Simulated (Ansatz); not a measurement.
# FHIn: the cost of one run

Computed with the Python package of Ansatz 0.2.0. The levels of theory stand in the script.

## Step 1: The structure

Bond lengths: F1–In2 1.982 Å, In2–H3 1.560 Å. Angles: F1–In2–H3 109.9°.

The script holds or builds the structure itself.

## Step 2: Script

The input, fhin.py:

```python
"""How the energy of FHIn converges with the basis."""

import ansatz as az

fhin = (
    az.Crystal.molecule()
    .atom("F", [1.0647, 0.9185, 0.6739])
    .atom("In", [-0.5582, 0.2846, -0.2717])
    .atom("H", [-0.5175, -1.2679, -0.4155])
)

calculation = (
    fhin.calculation()
    .functional("B3LYP", dispersion="d4")
    .spin("collinear", total=1)
    .accuracy("medium")
)

energies = {}
for basis in ["def2-SVP", "def2-SVPD", "def2-TZVP", "def2-TZVPP"]:
    data = calculation.basis(gaussian=basis).run(threads=1, backend="cpu").report
    size = data["n_frozen"] + data["n_occupied"][0] + data["n_virtual"][0]
    energies[basis] = (data["reference_energy_ev"] / 27.211386246, data["free_energy_ev"] / 27.211386246)
    print(f"{basis:14s} {size:4d} orbitals  reference {energies[basis][0]:14.6f} Ha  total {energies[basis][1]:14.6f} Ha")

last = energies["def2-TZVPP"][1]
for basis, (_, total) in energies.items():
    print(f"{basis:14s} lies {27.211386 * (total - last):9.4f} eV above def2-TZVPP")
```

## Step 3: The input behind the calls

The engine receives this input (first run):

```yaml
crystal:
  periodic: [false, false, false]
  atoms:
    - { symbol: F, position_ang: [1.0647, 0.9185, 0.6739] }
    - { symbol: In, position_ang: [-0.5582, 0.2846, -0.2717] }
    - { symbol: H, position_ang: [-0.5175, -1.2679, -0.4155] }
accuracy: medium
basis:
  gaussian:
    orbitals: def2-SVP
hamiltonian:
  xc: b3lyp
  dispersion: d4
magnetization:
  spin_polarized: true
  initial_magnetization: 1.0
```

## Step 4: Launch

On the command line:

```
$ python fhin.py
```

What time and memory should one allow on 1 thread of Arm Neoverse V2, shared host?

About 7.7 s, with a peak of 0.22 GiB.
